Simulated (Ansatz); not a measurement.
This script for harmonic frequencies at the relaxed geometry of C₂H₅AlSSi, SMILES [AlH2][C]1=C(S)[SiH2]1 with the Ansatz DFT code, driven from Python holds a mistake.

Script `freq_c2h5alssi.py`:
```python
# -*- coding: utf-8 -*-
import warnings

import ansatz
from ase import Atoms
from ase.thermochemistry import IdealGasThermo
import numpy as np

BASIS_SET = "def2-SVP"
FUNCTIONAL = "b3lyp"

warnings.simplefilter("ignore", ansatz.DeckWarning)

geometry_ang = [
    ("Al", (-1.2756, 1.4117, -1.1075)),
    ("C", (-0.0386, 0.3098, -0.1766)),
    ("C", (0.4204, -1.03, 0.0708)),
    ("S", (0.3701, -2.7738, -0.2343)),
    ("Si", (1.2995, 0.2167, 0.8991)),
    ("H", (-1.2822, 3.0556, -0.9168)),
    ("H", (-2.3843, 0.803, -2.0838)),
    ("H", (-0.5638, -2.9289, 0.8336)),
    ("H", (2.6052, 0.5583, 0.3582)),
    ("H", (0.9323, 0.3263, 2.3602)),
]
mol = ansatz.Crystal.molecule()
for symbol, xyz in geometry_ang:
    mol = mol.atom(symbol, xyz)

model = mol.calculation()
model = model.basis(gaussian=BASIS_SET)
model = model.functional(FUNCTIONAL)
symbols = [site.symbol for site in mol.cartesian_sites]
start = np.array([site.position_ang for site in mol.cartesian_sites], dtype=float)
report = model.relax(force_tolerance=0.003, max_steps=30).run(threads=1).report
end = np.array(report["positions_ang"])

print("bond        before    after (A)")
for i, j in [(0, 1), (0, 5), (0, 6), (1, 2), (1, 4), (2, 3), (2, 4), (3, 7), (4, 8), (4, 9)]:
    d0, d1 = (np.linalg.norm(xyz[i] - xyz[j]) for xyz in (start, end))
    print(f"{symbols[i]}{i}-{symbols[j]}{j}".ljust(10), f"{d0:8.4f} {d1:8.4f}")

minimum = ansatz.Crystal.molecule()
for symbol, xyz in zip(symbols, end):
    minimum = minimum.atom(symbol, xyz.tolist())
vibrating = (
    minimum.calculation()
    .basis(gaussian=BASIS_SET)
    .functional(FUNCTIONAL)
    .phonons(temperatures=(100, 500, 100))
)
vib = vibrating.run(threads=1).report["vibrations"]
sums = vib["harmonic_sums"]
modes = [m["omega_inv_cm"] for m in sums["modes_at_gamma"] if m["rigid_motion"] == "no"]
for number, w in enumerate(modes, start=1):
    print(f"mode {number:2d} {w:9.1f} 1/cm {w / 8065.544 * 1000:8.2f} meV")
print("imaginary modes:", sum(w < 0 for w in modes), " zero-point energy:", round(sums["zero_point_energy_ev"], 4), "eV")
gas = IdealGasThermo(vib_energies=[w / 8065.544 for w in modes if w > 0], geometry="linear" if len(modes) == 3 * len(symbols) - 5 else "nonlinear",
                     atoms=Atoms(symbols, positions=end), symmetrynumber=1, spin=0.0)
print(f"H(298 K) - E = {gas.get_enthalpy(298.15, verbose=False):.4f} eV")
print(f"S(298 K, 1 bar) = {96485.33 * gas.get_entropy(298.15, 1e5, verbose=False):.1f} J/(mol K) with symmetry number 1")

heavier = vibrating.phonons(masses={"H": 2.014102}).run(outdir="tmp", threads=1).report["vibrations"]["harmonic_sums"]
print("deuterated (1/cm):", " ".join(f"{m['omega_inv_cm']:.0f}" for m in heavier["modes_at_gamma"] if m["rigid_motion"] == "no"))
print("zero-point energy falls by", round(sums["zero_point_energy_ev"] - heavier["zero_point_energy_ev"], 4), "eV")
```

Output of `python freq_c2h5alssi.py`:
```text
bond        before    after (A)
Al0-C1       1.9002   1.9340
Al0-H5       1.6549   1.5847
Al0-H6       1.5978   1.5873
C1-C2        1.4377   1.3577
C1-Si4       1.7194   1.8536
C2-S3        1.7710   1.7385
C2-Si4       1.7358   1.8254
S3-H7        1.4271   1.3531
Si4-H8       1.4540   1.4871
Si4-H9       1.5105   1.4871
mode  1      54.7 1/cm     6.78 meV
mode  2      93.9 1/cm    11.64 meV
mode  3     162.2 1/cm    20.12 meV
mode  4     241.5 1/cm    29.94 meV
mode  5     267.8 1/cm    33.20 meV
mode  6     394.4 1/cm    48.89 meV
mode  7     433.3 1/cm    53.72 meV
mode  8     449.7 1/cm    55.76 meV
mode  9     577.7 1/cm    71.63 meV
mode 10     582.1 1/cm    72.17 meV
mode 11     609.5 1/cm    75.57 meV
mode 12     626.2 1/cm    77.64 meV
mode 13     653.8 1/cm    81.06 meV
mode 14     793.3 1/cm    98.36 meV
mode 15     804.9 1/cm    99.79 meV
mode 16     958.9 1/cm   118.89 meV
mode 17     987.2 1/cm   122.40 meV
mode 18    1021.5 1/cm   126.65 meV
mode 19    1556.7 1/cm   193.00 meV
mode 20    1924.2 1/cm   238.57 meV
mode 21    1937.6 1/cm   240.23 meV
mode 22    2232.7 1/cm   276.82 meV
mode 23    2241.2 1/cm   277.88 meV
mode 24    2665.2 1/cm   330.44 meV
imaginary modes: 0  zero-point energy: 1.3806 eV
H(298 K) - E = 1.6212 eV
S(298 K, 1 bar) = 369.9 J/(mol K) with symmetry number 1
Traceback (most recent call last):
  File "freq_c2h5alssi.py", line 63, in <module>
    heavier = vibrating.phonons(masses={"H": 2.014102}).run(outdir="tmp", threads=1).report["vibrations"]["harmonic_sums"]
              ~~~~~~~~~~~~~~~~~~~~~~~~~~~~~~~~~~~~~~~~~~~~~^^^^^^^^^^^^^^^^^^^^^^^^^
TypeError: Calculation.run() got an unexpected keyword argument 'outdir'
```

What is wrong, and how is it mended?

The fault: run() has no such keyword. The change:

`freq_c2h5alssi.py`:
```python
# -*- coding: utf-8 -*-
import warnings

import ansatz
from ase import Atoms
from ase.thermochemistry import IdealGasThermo
import numpy as np

BASIS_SET = "def2-SVP"
FUNCTIONAL = "b3lyp"

warnings.simplefilter("ignore", ansatz.DeckWarning)

geometry_ang = [
    ("Al", (-1.2756, 1.4117, -1.1075)),
    ("C", (-0.0386, 0.3098, -0.1766)),
    ("C", (0.4204, -1.03, 0.0708)),
    ("S", (0.3701, -2.7738, -0.2343)),
    ("Si", (1.2995, 0.2167, 0.8991)),
    ("H", (-1.2822, 3.0556, -0.9168)),
    ("H", (-2.3843, 0.803, -2.0838)),
    ("H", (-0.5638, -2.9289, 0.8336)),
    ("H", (2.6052, 0.5583, 0.3582)),
    ("H", (0.9323, 0.3263, 2.3602)),
]
mol = ansatz.Crystal.molecule()
for symbol, xyz in geometry_ang:
    mol = mol.atom(symbol, xyz)

model = mol.calculation()
model = model.basis(gaussian=BASIS_SET)
model = model.functional(FUNCTIONAL)
symbols = [site.symbol for site in mol.cartesian_sites]
start = np.array([site.position_ang for site in mol.cartesian_sites], dtype=float)
report = model.relax(force_tolerance=0.003, max_steps=100).run(threads=1).report
end = np.array(report["positions_ang"])

print("bond        before    after (A)")
for i, j in [(0, 1), (0, 5), (0, 6), (1, 2), (1, 4), (2, 3), (2, 4), (3, 7), (4, 8), (4, 9)]:
    d0, d1 = (np.linalg.norm(xyz[i] - xyz[j]) for xyz in (start, end))
    print(f"{symbols[i]}{i}-{symbols[j]}{j}".ljust(10), f"{d0:8.4f} {d1:8.4f}")

minimum = ansatz.Crystal.molecule()
for symbol, xyz in zip(symbols, end):
    minimum = minimum.atom(symbol, xyz.tolist())
vibrating = (
    minimum.calculation()
    .basis(gaussian=BASIS_SET)
    .functional(FUNCTIONAL)
    .phonons(temperatures=(100, 500, 100))
)
vib = vibrating.run(threads=1).report["vibrations"]
sums = vib["harmonic_sums"]
modes = [m["omega_inv_cm"] for m in sums["modes_at_gamma"] if m["rigid_motion"] == "no"]
for number, w in enumerate(modes, start=1):
    print(f"mode {number:2d} {w:9.1f} 1/cm {w / 8065.544 * 1000:8.2f} meV")
print("imaginary modes:", sum(w < 0 for w in modes), " zero-point energy:", round(sums["zero_point_energy_ev"], 4), "eV")
gas = IdealGasThermo(vib_energies=[w / 8065.544 for w in modes if w > 0], geometry="linear" if len(modes) == 3 * len(symbols) - 5 else "nonlinear",
                     atoms=Atoms(symbols, positions=end), symmetrynumber=1, spin=0.0)
print(f"H(298 K) - E = {gas.get_enthalpy(298.15, verbose=False):.4f} eV")
print(f"S(298 K, 1 bar) = {96485.33 * gas.get_entropy(298.15, 1e5, verbose=False):.1f} J/(mol K) with symmetry number 1")

heavier = vibrating.phonons(masses={"H": 2.014102}).run(threads=1).report["vibrations"]["harmonic_sums"]
print("deuterated (1/cm):", " ".join(f"{m['omega_inv_cm']:.0f}" for m in heavier["modes_at_gamma"] if m["rigid_motion"] == "no"))
print("zero-point energy falls by", round(sums["zero_point_energy_ev"] - heavier["zero_point_energy_ev"], 4), "eV")
```

After the fix:

```console
$ python freq_c2h5alssi.py
bond        before    after (A)
Al0-C1       1.9002   1.9340
Al0-H5       1.6549   1.5847
Al0-H6       1.5978   1.5873
C1-C2        1.4377   1.3577
C1-Si4       1.7194   1.8536
C2-S3        1.7710   1.7385
C2-Si4       1.7358   1.8254
S3-H7        1.4271   1.3531
Si4-H8       1.4540   1.4871
Si4-H9       1.5105   1.4871
mode  1      54.7 1/cm     6.78 meV
mode  2      93.9 1/cm    11.64 meV
mode  3     162.2 1/cm    20.12 meV
mode  4     241.5 1/cm    29.94 meV
mode  5     267.8 1/cm    33.20 meV
mode  6     394.4 1/cm    48.89 meV
mode  7     433.3 1/cm    53.72 meV
mode  8     449.7 1/cm    55.76 meV
mode  9     577.7 1/cm    71.63 meV
mode 10     582.1 1/cm    72.17 meV
mode 11     609.5 1/cm    75.57 meV
mode 12     626.2 1/cm    77.64 meV
mode 13     653.8 1/cm    81.06 meV
mode 14     793.3 1/cm    98.36 meV
mode 15     804.9 1/cm    99.79 meV
mode 16     958.9 1/cm   118.89 meV
mode 17     987.2 1/cm   122.40 meV
mode 18    1021.5 1/cm   126.65 meV
mode 19    1556.7 1/cm   193.00 meV
mode 20    1924.2 1/cm   238.57 meV
mode 21    1937.6 1/cm   240.23 meV
mode 22    2232.7 1/cm   276.82 meV
mode 23    2241.2 1/cm   277.88 meV
mode 24    2665.2 1/cm   330.44 meV
imaginary modes: 0  zero-point energy: 1.3806 eV
H(298 K) - E = 1.6212 eV
S(298 K, 1 bar) = 369.9 J/(mol K) with symmetry number 1
deuterated (1/cm): 39 87 145 209 222 310 371 415 441 463 509 522 531 585 701 717 828 1011 1376 1404 1544 1605 1623 1914
zero-point energy falls by 0.2912 eV
```

Caveats:
- The frequencies are harmonic and unscaled, in a modest basis. The result belongs to the one conformer reached from this start, and soft torsions count as harmonic oscillators.
- b3lyp holds the VWN-RPA fit, as in Gaussian; the form of ORCA and Turbomole is b3lyp5.
- The entropy takes a symmetry number of 1; a symmetric molecule's is lower by R ln(sigma).
- Wall time of the script: 7.6 min on 1 thread of Intel(R) Xeon(R) 6975P-C (Granite Rapids), with other jobs on the host, peak memory 0.37 GiB.

(A comment or docstring line of the script was reworded after the run, the code is as it ran; lines on the test bed's own set-up are left out of the output.)
